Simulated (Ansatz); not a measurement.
# CaB2 (P6/mmm) in Ansatz: a series of runs

One crystal, CaB2, is run at these levels: r2SCAN, r2SCAN+D3(BJ), r2SCAN+D4; tasks: relaxation of cell and atoms.

Everything below comes from runs of Ansatz 0.2.0. Logs are shortened: lines on timing, memory, paths and dates and some standing lists are left out, and cuts for length are marked.

## (1) The crystal as given

It takes space group P6/mmm (No. 191, hexagonal). Conventional cell: a = 3.226 Å, b = 3.226 Å, c = 4.067 Å, α = 90.00°, β = 90.00°, γ = 120.00°. Ca (site symmetry 6/mmm) is surrounded by 12 B at 2.76 Å. Around B (site symmetry -6m2) lie 3 B at 1.86 Å.

The cell comes from a database or a generator and needn't be the stable form of this composition.

## (2) Relaxation of cell and atoms, r2SCAN

input.yaml reads:

```yaml
crystal:
  lattice:
    - [3.2264302843, 0.0, 0.0]
    - [-1.6132151421, 2.7941705897, 0.0]
    - [0.0, 0.0, 4.067392]
  atoms:
    - { symbol: Ca, position: [0.0, 0.0, 0.0] }
    - { symbol: B, position: [0.6666666667, 0.3333333333, 0.5] }
    - { symbol: B, position: [0.3333333333, 0.6666666667, 0.5] }
hamiltonian:
  xc: r2scan
  pseudopotentials: { kind: paw }
kpoints:
  mp_grid: { grid: [9, 9, 7] }
scf:
  occupations: { method: fermi_dirac, width: 0.05 }
output:
  forces: true
  stress: true
  eigenvalues: true
relax:
  f_tol: 0.01
  max_steps: 40
  cell: { stress_tol: 0.05 }
```

Potentials or basis: Ansatz PAW.

Launch:

```
$ ansatz run input.yaml --threads 2 --pin off --max-ram 5632MiB --backend cpu --events-out ev --progress --plain --runs-dir out
```

Standard output:

```text
Warning: RAYON_NUM_THREADS=2 ignored (pool sized by the plan → 2); use --threads N
Engine: ansatz 0.2.0, x86_64-unknown-linux-gnu
Pseudopotentials: kind: paw
Pseudopotential: Ca, paw, valence charge 10, recommended cutoff 500 eV (meta_gga), Ca.paw.azcp
Pseudopotential: B, paw, valence charge 3, recommended cutoff 500 eV (meta_gga), B.paw.azcp
Functional definition: r2SCAN
  parameter k0 = 0.174
  parameter k1 = 0.065
  parameter a1 = 4.9479
  exchange = r2scan_x(k0 = k0, k1 = k1, a1 = a1)
  correlation = r2scan_c
Crystal: 3 atoms, lattice volume = 36.668 Å³
Basis set: ecut = 500 eV, 921 PW (Γ), exchange–correlation on 96×96×120 points (64 copies of the dense FFT grid, shifted against one another)
Bands: 12, of which v1, the nominal top of the filled ones, is band 8 counted from 1 (7 counted from 0)
Symmetry: 24 space group operations
Space group: P6/mmm (ITA 191), of the structure as read, at distance tolerance 3.3e-5 Å
k-points: 48 of 567
Non-local potential: Ca, projectors of the file, l = 0: 3, l = 1: 2, l = 2: 2
Non-local potential: B, projectors of the file, l = 0: 2, l = 1: 2, l = 2: 1
PAW form: soft (Blöchl's): semilocal exchange-correlation on the pseudo side does not see the compensation charge
PAW frozen core: Ca, regenerated for the run's functional (the file was generated under x = pbe(κ = 0.804, μ = 0.2195149727645171), c = pbe(β = 0.06672455060314922))
PAW frozen core: B, regenerated for the run's functional (the file was generated under x = pbe(κ = 0.804, μ = 0.2195149727645171), c = pbe(β = 0.06672455060314922))
PAW one-centre angular grid: Ca, 302 points (default); XC on 160 Gauss nodes
PAW one-centre angular grid: B, 302 points (default); XC on 160 Gauss nodes
Initial density: superposition of atomic densities (neutral atoms: chi_scale 0, normalization atom), corrected by the library's trained network
Initial wavefunctions: pseudopotential atomic-orbital guess
Functional: x = r2scan, c = r2scan; τ floored in thin density (d = 2e-4 eV/Å³)
SCF iter   1: F=—  HF=-2135.318071 eV  |F-HF|=—  |Δ(HF+E_count)|=         —  Δρ=8.08e-3  dr2=5.29e-2  dr2_τ=1.78e-1  ethr=1.77e-3  ⟨swp⟩=6.5  Hψ=4169  notcnv=0
preconditioner: auto → none  [metal: Δε(μ)=0.048 eV  Ē_g=16.185 eV  σ=0.050 eV  W_gap=0.23  n_scr=8 (ndim 8)  ℏωp=22.9 eV  f_vac=0.000  D(μ)=1.01/eV (n_scr^D=2)  sad-step TF]
SCF iter   2: F=—  HF=-2135.409823 eV  |F-HF|=—  |Δ(HF+E_count)|=   9.18e-2  Δρ=5.03e-3  dr2=1.97e-2  dr2_τ=1.84e-4  ethr=3.31e-4  ⟨swp⟩=2.0  Hψ=1344  notcnv=0
SCF iter   3: F=—  HF=-2135.406420 eV  |F-HF|=—  |Δ(HF+E_count)|=   3.40e-3  Δρ=5.72e-4  dr2=9.75e-5  dr2_τ=2.15e-5  ethr=1.23e-4  ⟨swp⟩=2.5  Hψ=1010  notcnv=0
SCF iter   4: F=—  HF=-2135.406558 eV  |F-HF|=—  |Δ(HF+E_count)|=   1.38e-4  Δρ=2.34e-4  dr2=1.76e-5  dr2_τ=2.81e-6  ethr=6.09e-7  ⟨swp⟩=2.0  Hψ=945  notcnv=0
SCF iter   5: F=—  HF=-2135.406558 eV  |F-HF|=—  |Δ(HF+E_count)|=   1.22e-7  Δρ=5.72e-5  dr2=8.41e-7  dr2_τ=5.29e-8  ethr=1.10e-7  ⟨swp⟩=2.6  Hψ=890  notcnv=0
SCF iter   6: F=—  HF=-2135.406558 eV  |F-HF|=—  |Δ(HF+E_count)|=   2.01e-7  Δρ=2.58e-5  dr2=1.45e-7  dr2_τ=6.68e-9  ethr=6.25e-10  ⟨swp⟩=5.7  Hψ=2852  notcnv=0
SCF iter   7: F=-2135.406558 eV  HF=-2135.406558 eV  |F-HF|=4.86e-10  |Δ(HF+E_count)|=   8.63e-8  Δρ=2.45e-6  dr2=1.95e-9  dr2_τ=1.49e-10  ethr=6.25e-10  ⟨swp⟩=4.8  Hψ=2308  notcnv=0
SCF 1 converged in 7 iterations: F = -2135.406558 eV  dr2 = 1.95e-9
relax step   1: F+E_penalty+E_count = -2135.40655806 eV  Δ(F+E_penalty+E_count) = +0.000e0 eV  max|allowed force component| = 2.467e-17 eV/Å  Δτ_max = 0.0000 Å  P = -0.359 GPa  Ω = 36.668 Å³  (7 SCF iters, dr2 threshold 1.00e-7 eV, accepted)
Crystal: 3 atoms, lattice volume = 36.616 Å³
Initial density: handed on by an earlier stage of this run
Initial wavefunctions: those handed on with the density
iter 1 solved again at ethr=4.27e-7 eV; its pass at ethr=3.10e-3 eV (dr2=6.84e-5 eV) is discarded
SCF iter   1: F=—  HF=-2135.406718 eV  |F-HF|=—  |Δ(HF+E_count)|=         —  Δρ=3.48e-4  dr2=7.01e-5  dr2_τ=8.82e-5  ethr=4.27e-7  ⟨swp⟩=2.0  Hψ=4157  notcnv=0
preconditioner: auto → none  [metal: Δε(μ)=0.049 eV  Ē_g=16.153 eV  σ=0.050 eV  W_gap=0.24  n_scr=8 (ndim 8)  ℏωp=23.0 eV  f_vac=0.000  D(μ)=0.83/eV (n_scr^D=2)]
SCF iter   2: F=—  HF=-2135.406805 eV  |F-HF|=—  |Δ(HF+E_count)|=   8.75e-5  Δρ=1.21e-4  dr2=7.61e-6  dr2_τ=9.48e-7  ethr=4.27e-7  ⟨swp⟩=2.0  Hψ=903  notcnv=0
SCF iter   3: F=—  HF=-2135.406804 eV  |F-HF|=—  |Δ(HF+E_count)|=   1.64e-6  Δρ=6.62e-5  dr2=8.30e-7  dr2_τ=6.77e-8  ethr=4.75e-8  ⟨swp⟩=2.6  Hψ=834  notcnv=0
SCF iter   4: F=-2135.406804 eV  HF=-2135.406804 eV  |F-HF|=2.17e-8  |Δ(HF+E_count)|=   2.54e-7  Δρ=1.15e-5  dr2=1.89e-8  dr2_τ=3.93e-9  ethr=1.87e-9  ⟨swp⟩=5.2  Hψ=2762  notcnv=0
SCF 2 converged in 4 iterations: F = -2135.406804 eV  dr2 = 1.89e-8
relax step   2: F+E_penalty+E_count = -2135.40680410 eV  Δ(F+E_penalty+E_count) = -2.460e-4 eV  max|allowed force component| = 3.099e-16 eV/Å  Δτ_max = 0.0000 Å  P = -0.168 GPa  Ω = 36.616 Å³  energy of the carried Pulay correction = +7.788e-6 eV  (4 SCF iters, dr2 threshold 3.00e-7 eV, accepted)
Crystal: 3 atoms, lattice volume = 36.561 Å³
iter 1 solved again at ethr=4.10e-8 eV; its pass at ethr=3.10e-3 eV (dr2=6.56e-6 eV) is discarded
SCF iter   1: F=—  HF=-2135.406817 eV  |F-HF|=—  |Δ(HF+E_count)|=         —  Δρ=9.92e-5  dr2=5.97e-6  dr2_τ=2.33e-5  ethr=4.10e-8  ⟨swp⟩=2.1  Hψ=4097  notcnv=0
preconditioner: auto → none  [metal: Δε(μ)=0.048 eV  Ē_g=16.157 eV  σ=0.050 eV  W_gap=0.24  n_scr=8 (ndim 8)  ℏωp=23.0 eV  f_vac=0.000  D(μ)=0.83/eV (n_scr^D=2)]
SCF iter   2: F=—  HF=-2135.406851 eV  |F-HF|=—  |Δ(HF+E_count)|=   3.46e-5  Δρ=3.45e-5  dr2=5.43e-7  dr2_τ=7.23e-8  ethr=3.73e-8  ⟨swp⟩=2.0  Hψ=956  notcnv=0
SCF iter   3: F=-2135.406851 eV  HF=-2135.406851 eV  |F-HF|=4.27e-9  |Δ(HF+E_count)|=   6.74e-8  Δρ=1.76e-5  dr2=1.03e-7  dr2_τ=8.30e-9  ethr=1.53e-9  ⟨swp⟩=5.2  Hψ=2685  notcnv=0
SCF 3 converged in 3 iterations: F = -2135.406851 eV  dr2 = 1.03e-7
relax step   3: F+E_penalty+E_count = -2135.40685110 eV  Δ(F+E_penalty+E_count) = -4.700e-5 eV  max|allowed force component| = 3.577e-16 eV/Å  Δτ_max = 0.0000 Å  P = +0.016 GPa  Ω = 36.561 Å³  energy of the carried Pulay correction = +1.486e-5 eV  (3 SCF iters, dr2 threshold 2.45e-7 eV, accepted)
Initial wavefunctions: pseudopotential atomic-orbital guess (no wavefunctions were taken with the density)
iter 1 solved again at ethr=3.20e-6 eV; its pass at ethr=3.10e-3 eV (dr2=5.11e-4 eV) is discarded
SCF iter   1: F=—  HF=-2135.406836 eV  |F-HF|=—  |Δ(HF+E_count)|=         —  Δρ=1.92e-5  dr2=1.12e-7  dr2_τ=1.14e-8  ethr=3.20e-6  ⟨swp⟩=2.4  Hψ=5454  notcnv=0
eigensolver tolerance schedule: the retry pair's looser diagonalisation over-reported the residual by 4550.69 of it (diagonalisation noise at an unbounded share of the residual, at the tolerance the schedule requests for it); recorded, not acted on — ethr = c·dr2/N_el stays at c = 1.0e-1
preconditioner: auto → none  [metal: Δε(μ)=0.048 eV  Ē_g=16.156 eV  σ=0.050 eV  W_gap=0.23  n_scr=8 (ndim 8)  ℏωp=23.0 eV  f_vac=0.000  D(μ)=0.83/eV (n_scr^D=2)]
SCF iter   2: F=—  HF=-2135.406836 eV  |F-HF|=—  |Δ(HF+E_count)|=   8.08e-8  Δρ=8.32e-6  dr2=1.70e-8  dr2_τ=1.84e-9  ethr=7.02e-10  ⟨swp⟩=2.5  Hψ=989  notcnv=0
SCF iter   3: F=—  HF=-2135.406836 eV  |F-HF|=—  |Δ(HF+E_count)|=   8.54e-9  Δρ=3.38e-6  dr2=5.28e-9  dr2_τ=6.14e-10  ethr=1.06e-10  ⟨swp⟩=2.0  Hψ=845  notcnv=0
SCF iter   4: F=—  HF=-2135.406836 eV  |F-HF|=—  |Δ(HF+E_count)|=  3.47e-10  Δρ=7.00e-7  dr2=6.14e-11  dr2_τ=7.28e-11  ethr=3.30e-11  ⟨swp⟩=2.0  Hψ=714  notcnv=0
SCF iter   5: F=-2135.406836 eV  HF=-2135.406836 eV  |F-HF|=5.91e-12  |Δ(HF+E_count)|=  7.14e-11  Δρ=2.13e-7  dr2=5.13e-12  dr2_τ=1.43e-12  ethr=1.00e-12  ⟨swp⟩=5.5  Hψ=2403  notcnv=0
SCF 4 converged in 5 iterations: F = -2135.406836 eV  dr2 = 5.13e-12
relax step   4: F+E_penalty+E_count = -2135.40683616 eV  Δ(F+E_penalty+E_count) = +1.494e-5 eV  max|allowed force component| = 2.868e-16 eV/Å  Δτ_max = 0.0000 Å  P = +0.016 GPa  Ω = 36.561 Å³  stress off target by 2.31e-2 GPa  SCF on the basis re-selected at this cell (its energy is not comparable with the rows above)  (5 SCF iters)
basis re-selected at this cell: Δ(F+E_penalty+E_count) = +1.494e-5 eV, ΔP = -0.000 GPa vs the last step (what re-selecting the basis moved, of the pressure what is left beyond the Pulay correction that the steps carried, after the strain that the cell walked since its last selection, with what the two solves' SCF thresholds leave and, on support functions, any second-order correction that the steps lacked; it is no measure of the basis error at this ecutwfc). This SCF's stress stands 2.31e-2 GPa from its target on what of the cell is left free (relax.cell.stress_tol is 5.00e-2 GPa) and its largest allowed force component is 2.87e-16 eV/Å (relax.f_tol is 1.00e-2 eV/Å): within both
SCF converged after 5 iterations
Free energy (F): -2135.406836 eV
Harris-Foulkes:  -2135.406836 eV  (|F-HF|=5.91e-12)
Internal energy: -2135.400153 eV  (E = F + TS)
E sigma→0 (E₀):  -2135.403495 eV
Entropy (-TS):   -0.006683 eV (-2.228 meV/atom)
Fermi energy:    9.413787 eV
--- Per-component energies (eV) ---
  E_band       = -96.120299
  E_kinetic    = 373.630921
  E_local      = -655.919277  (includes V_loc(G=0)·N_el)
  E_nonlocal   = 86.140618
  E_hartree    = 213.664984
  E_xc         = -199.304529
  E_vxc        = -275.540745  (∫ρ·V_xc dr)
  E_paw        = -1023.904587  (= ΣΔE_a)
  E_vpaw       = -66.943090  (= ΣTr[D̂ρ^β])
  E_aug_tail   = -0.000007  (compensation charges beyond the density's cutoff)
  E_vtau       = 15.181313  (kinetic-family band-sum trace: ∫τ·v_τ [+ j·A + Jᵃ·Aᵃ] dr)
  E_ewald      = -929.450727
  E_core_change = -0.257549  (= ΣΔE_core)
  E_smearing   = -0.006683  (= −TS)
  E_closure    = -0.000000  (closes the sum)
  Σ components = -2135.406836   (vs F -2135.406836, Δ=0.00e0)
--- Forces (eV/Å), atoms counted from 1 ---
  atom   1  Ca    -0.00000000     0.00000000     0.00000000
  atom   2  B     -0.00000000     0.00000000     0.00000000
  atom   3  B      0.00000000    -0.00000000    -0.00000000
  max |Σ_I F_I| component: 7.40e-17 eV/Å
--- Stress (GPa, compression-positive) ---
        0.012322      -0.000000       0.000000
       -0.000000       0.012322       0.000000
        0.000000       0.000000       0.023083
  P = ⅓ Tr σ = 0.0159 GPa (0.159 kbar)
--- Band table (eV; the first three rows and the last of 48) ---
  k-point 0: bands = ["-32.1312", "-12.2381", "-12.0557", "-12.0557", "-1.7631", "7.3808", "9.8103", "9.8103", "10.1142", "15.1637", "15.1637", "16.0567"]
  k-point 1: bands = ["-32.1304", "-12.2679", "-12.0546", "-12.0546", "-1.5995", "6.6348", "9.9000", "9.9000", "10.8948", "14.9109", "14.9109", "15.2284"]
  k-point 2: bands = ["-32.1284", "-12.3336", "-12.0522", "-12.0522", "-1.1939", "5.4570", "10.1282", "10.1282", "12.1593", "14.3467", "14.3467", "14.4389"]
  k-point 47: bands = ["-32.0022", "-12.5642", "-12.5642", "-12.1298", "2.7183", "2.7183", "5.7254", "9.0634", "9.0634", "15.7504", "16.1370", "16.1370"]
--- Relaxed structure (3 steps of the walk, 3 accepted, 1 SCFs on fresh bases) ---
  F+E_penalty+E_count = -2135.40683616 eV   max|allowed force component| = 2.868e-16 eV/Å   (the final SCF, on the basis selected at the relaxed cell)
  cell:  # Å, volume = 36.5609 Å³
    - [3.2203052230998495, -2.8812730629436962e-11, -4.052513423780653e-34]
    - [-1.6101526115249722, 2.78886613115859, 4.0645075454231484e-35]
    - [-5.108791831077739e-34, -1.5719359480239197e-34, 4.070911051566458]
  atoms:
    - { symbol: Ca, position: [-1.0111336113645693e-35, -8.615839130783501e-36, -5.047430448461279e-35] }
    - { symbol: B, position: [0.6666666666666667, 0.3333333333333333, 0.5] }
    - { symbol: B, position: [0.3333333333333333, 0.6666666666666666, 0.5] }
```

Wall time 4.5 s (2 threads of Intel Xeon Platinum 8488C (Sapphire Rapids), shared host); peak memory 0.46 GiB.

What came out:

```
Free energy                            : -2135.4068 eV
Relaxed volume                         : 12.19 Å³/atom
Relaxed cell                           : a = 3.220 Å, b = 3.220 Å, c = 4.071 Å, α = 90.00°, β = 90.00°, γ = 120.00°
Space group after relaxing (to 0.05 Å) : P6/mmm (No. 191)
Energy gained by relaxing              : 0.1 meV/atom
Ionic steps                            : 4
Pressure after relaxing                : 0.0 GPa
Band gap on the k mesh                 : none (metal or under the smearing width)
```

Step by step:
```
step  energy change (eV)  largest force (eV/Å)  volume (Å³)
   1              0.0000                0.0000        36.67
   2             -0.0002                0.0000        36.62
   3             -0.0003                0.0000        36.56
   4             -0.0003                0.0000        36.56
```

Final structure:
```xyz
3
Lattice="3.2203 0.0000 0.0000 -1.6102 2.7889 0.0000 0.0000 0.0000 4.0709" Properties=species:S:1:pos:R:3 pbc="T T T"
Ca    0.0000    0.0000    0.0000
B     1.6102    0.9296    2.0355
B     0.0000    1.8592    2.0355
```

Levels at points of the mesh, in eV from the Fermi level:
| k point | band 5 | band 6 | band 7 | band 8 | band 9 | band 10 | band 11 | band 12 |
| --- | --- | --- | --- | --- | --- | --- | --- | --- |
| (0.00, 0.00, 0.00) | -11.18 | -2.03 | 0.40 | 0.40 | 0.70 | 5.75 | 5.75 | 6.64 |

Caveat: the plane-wave basis is chosen anew once the cell has moved, so the energies of steps on either side of that aren't comparable; the PAW data sets come from PBE, with cores solved anew for the run's functional, which leaves a small shift of forces and pressure.

## (3) Relaxation of cell and atoms, r2SCAN+D3(BJ)

input.yaml, as its differences from that of step 2:

```diff
@@ -12,2 +12,3 @@
   pseudopotentials: { kind: paw }
+  dispersion: d3bj
 kpoints:
```

Potentials or basis: Ansatz PAW.

Launch:

```
$ ansatz run input.yaml --threads 2 --pin off --max-ram 5632MiB --backend cpu --events-out ev --progress --plain --runs-dir out
```

Run time: 5.7 s. Hardware: 2 threads of Intel Xeon Platinum 8488C (Sapphire Rapids), shared host; peak memory 0.46 GiB.

It converged, with:

```
Free energy                            : -2135.8076 eV
Relaxed volume                         : 12.02 Å³/atom
Relaxed cell                           : a = 3.206 Å, b = 3.206 Å, c = 4.052 Å, α = 90.00°, β = 90.00°, γ = 120.00°
Space group after relaxing (to 0.05 Å) : P6/mmm (No. 191)
Energy gained by relaxing              : 1.4 meV/atom
Ionic steps                            : 5
Pressure after relaxing                : 0.0 GPa
Band gap on the k mesh                 : none (metal or under the smearing width)
```

Step by step:
| step | energy change (eV) | largest force (eV/Å) | volume (Å³) |
| --- | --- | --- | --- |
| 1 | 0.0000 | 0.0000 | 36.67 |
| 2 | -0.0026 | 0.0000 | 35.86 |
| 3 | -0.0040 | 0.0000 | 36.00 |
| 4 | -0.0044 | 0.0000 | 36.06 |
| 5 | -0.0043 | 0.0000 | 36.06 |

Final structure:
```
CELL_PARAMETERS angstrom
3.20565 0.00000 0.00000
-1.60282 2.77617 0.00000
0.00000 0.00000 4.05159
ATOMIC_POSITIONS crystal
Ca 0.00000 0.00000 0.00000
B 0.66667 0.33333 0.50000
B 0.33333 0.66667 0.50000
```

Levels at points of the mesh, in eV from the Fermi level:
```tsv
k point	band 5	band 6	band 7	band 8	band 9	band 10	band 11	band 12
(0.00, 0.00, 0.00)	-11.23	-2.03	0.40	0.40	0.71	5.80	5.80	6.70
```

Caveat: the plane-wave basis is chosen anew once the cell has moved, so the energies of steps on either side of that aren't comparable; pairwise dispersion overbinds metals, which lowers pressure and volume; the PAW data sets come from PBE, with cores solved anew for the run's functional, which leaves a small shift of forces and pressure; the dispersion damping was fitted for another functional or another form of the correction.

## (4) Relaxation of cell and atoms, r2SCAN+D4

input.yaml, as its differences from that of step 3:

```diff
@@ -12,3 +12,3 @@
   pseudopotentials: { kind: paw }
-  dispersion: d3bj
+  dispersion: d4
 kpoints:
```

Launch:

```
$ ansatz run input.yaml --threads 2 --pin off --max-ram 5632MiB --backend cpu --events-out ev --progress --plain --runs-dir out
```

It took 7 s on 2 threads of Intel Xeon Platinum 8488C (Sapphire Rapids), shared host; peak memory 0.43 GiB.

Results (log left out):

```
Free energy                            : -2135.6575 eV
Relaxed volume                         : 12.07 Å³/atom
Relaxed cell                           : a = 3.212 Å, b = 3.212 Å, c = 4.053 Å, α = 90.00°, β = 90.00°, γ = 120.00°
Space group after relaxing (to 0.05 Å) : P6/mmm (No. 191)
Energy gained by relaxing              : 0.7 meV/atom
Ionic steps                            : 5
Pressure after relaxing                : 0.0 GPa
Band gap on the k mesh                 : none (metal or under the smearing width)
```

The path:
| step | energy change (eV) | largest force (eV/Å) | volume (Å³) |
| --- | --- | --- | --- |
| 1 | 0.0000 | 0.0000 | 36.67 |
| 2 | -0.0009 | 0.0000 | 36.04 |
| 3 | -0.0020 | 0.0000 | 36.15 |
| 4 | -0.0023 | 0.0000 | 36.22 |
| 5 | -0.0022 | 0.0000 | 36.22 |

Final structure:
```yaml
crystal:
  lattice:
    - [3.21239, 0.00000, 0.00000]
    - [-1.60619, 2.78201, 0.00000]
    - [0.00000, 0.00000, 4.05269]
  atoms:
    - { symbol: Ca, position: [0.00000, 0.00000, 0.00000] }
    - { symbol: B, position: [0.66667, 0.33333, 0.50000] }
    - { symbol: B, position: [0.33333, 0.66667, 0.50000] }
```

Levels at points of the mesh, in eV from the Fermi level:
```
           k point  band 5  band 6  band 7  band 8  band 9  band 10  band 11  band 12
(0.00, 0.00, 0.00)  -11.21   -2.02    0.39    0.39    0.72     5.80     5.80     6.69
```

Caveat: the plane-wave basis is chosen anew once the cell has moved, so the energies of steps on either side of that aren't comparable; pairwise dispersion overbinds metals, which lowers pressure and volume; the PAW data sets come from PBE, with cores solved anew for the run's functional, which leaves a small shift of forces and pressure.

## (5) The runs side by side

| level | gap on the mesh (eV) | pressure (GPa) | relaxed volume (Å³/atom) |
| --- | --- | --- | --- |
| r2SCAN | none | 0.0 | 12.19 |
| r2SCAN+D3(BJ) | none | 0.0 | 12.02 |
| r2SCAN+D4 | none | 0.0 | 12.07 |

Alike in all rows: task relaxation of cell and atoms; potentials or basis Ansatz PAW; no spin polarisation; cell relaxed; k mesh 9 × 9 × 7; cutoff (eV) 500; smearing fermi-dirac 0.05 eV.

Caveats: the plane-wave basis is chosen anew once the cell has moved, so the energies of steps on either side of that aren't comparable; the PAW data sets come from PBE, with cores solved anew for the run's functional, which leaves a small shift of forces and pressure; pairwise dispersion overbinds metals, which lowers pressure and volume (some runs); the dispersion damping was fitted for another functional or another form of the correction (some runs).

Absolute energies hang on the potentials; compare differences alone.
